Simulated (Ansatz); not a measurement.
This script for Ansatz 0.2.0 through its Python package starts 5 runs on OSi. What input does the engine get in each?

`dimer_osi.py`:
```python
# -*- coding: utf-8 -*-
'''Interaction energy of two OSi molecules, with the counterpoise correction.'''

import ansatz as az

FIRST = [
    ('Si', (0.0, 0.0, -0.8575)),
    ('O', (0.0, 0.0, 0.8575)),
]
SECOND = [
    ('Si', (-1.7949, 2.7185, -1.7159)),
    ('O', (-1.0146, 4.047, -0.9627)),
]

def energy(atoms, ghosts=()):
    molecule = az.Crystal.molecule()
    for symbol, xyz in atoms:
        molecule = molecule.atom(symbol, xyz)
    calc = (
        molecule.calculation()
        .basis(gaussian='def2-SVPD')
        .correlation('mp2', electrons='valence')
        .accuracy('medium')
    )
    deck = calc.input()
    if ghosts:
        deck = deck.set(az.key.basis.gaussian.ghost_atoms, [{'symbol': s, 'position_ang': list(xyz)} for s, xyz in ghosts])
    return az.Session.from_dict(deck).plan().execute().report['free_energy_ev']

# monomers in their own basis and in the basis of the dimer
both = energy(FIRST + SECOND)
alone = energy(FIRST) + energy(SECOND)
ghosted = energy(FIRST, SECOND) + energy(SECOND, FIRST)
print(f'dimer {both:.6f} eV')
print(f'interaction, uncorrected   {96.485332 * (both - alone):8.3f} kJ/mol')
print(f'interaction, counterpoise  {96.485332 * (both - ghosted):8.3f} kJ/mol')
print(f'basis-set superposition    {96.485332 * (alone - ghosted):8.3f} kJ/mol')
```

Run 1:
```yaml
crystal:
  periodic: [false, false, false]
  atoms:
    - { symbol: Si, position_ang: [0.0, 0.0, -0.8575] }
    - { symbol: O, position_ang: [0.0, 0.0, 0.8575] }
    - { symbol: Si, position_ang: [-1.7949, 2.7185, -1.7159] }
    - { symbol: O, position_ang: [-1.0146, 4.047, -0.9627] }
accuracy: medium
basis:
  gaussian:
    orbitals: def2-SVPD
correlation:
  method: mp2
  electrons: valence
```

Run 2, against run 1:
```diff
-    - { symbol: Si, position_ang: [-1.7949, 2.7185, -1.7159] }
-    - { symbol: O, position_ang: [-1.0146, 4.047, -0.9627] }
```

Run 3, against run 1:
```diff
-    - { symbol: Si, position_ang: [0.0, 0.0, -0.8575] }
-    - { symbol: O, position_ang: [0.0, 0.0, 0.8575] }
```

Run 4, against run 1:
```diff
-    - { symbol: Si, position_ang: [-1.7949, 2.7185, -1.7159] }
-    - { symbol: O, position_ang: [-1.0146, 4.047, -0.9627] }
+    ghost_atoms:
+      - { symbol: Si, position_ang: [-1.7949, 2.7185, -1.7159] }
+      - { symbol: O, position_ang: [-1.0146, 4.047, -0.9627] }
```

Run 5, against run 1:
```diff
-    - { symbol: Si, position_ang: [0.0, 0.0, -0.8575] }
-    - { symbol: O, position_ang: [0.0, 0.0, 0.8575] }
+    ghost_atoms:
+      - { symbol: Si, position_ang: [0.0, 0.0, -0.8575] }
+      - { symbol: O, position_ang: [0.0, 0.0, 0.8575] }
```

```console
$ python dimer_osi.py
dimer -19805.153541 eV
interaction, uncorrected      5.562 kJ/mol
interaction, counterpoise     9.324 kJ/mol
basis-set superposition       3.762 kJ/mol
```

Uncorrected it is 5.562 kJ/mol, with the counterpoise correction 9.324 kJ/mol; the difference, 3.76 kJ/mol, is the superposition error. In this basis both values are repulsive.

Caveats:
- These settings explore the input space; basis and method may be short of convergence.
- The dimer is a generated trial pose of unrelaxed monomers, not a minimum, so the figure is no binding energy, and the basis set is small.
- The spin state was assumed, and another may lie lower.
- Finished in 4.9 s on 1 thread of Arm Neoverse V1 (shared host), peak memory 0.23 GiB.

(A comment or docstring line of the script was reworded after the run, the code is as it ran; lines on the test bed's own set-up are left out of the output.)
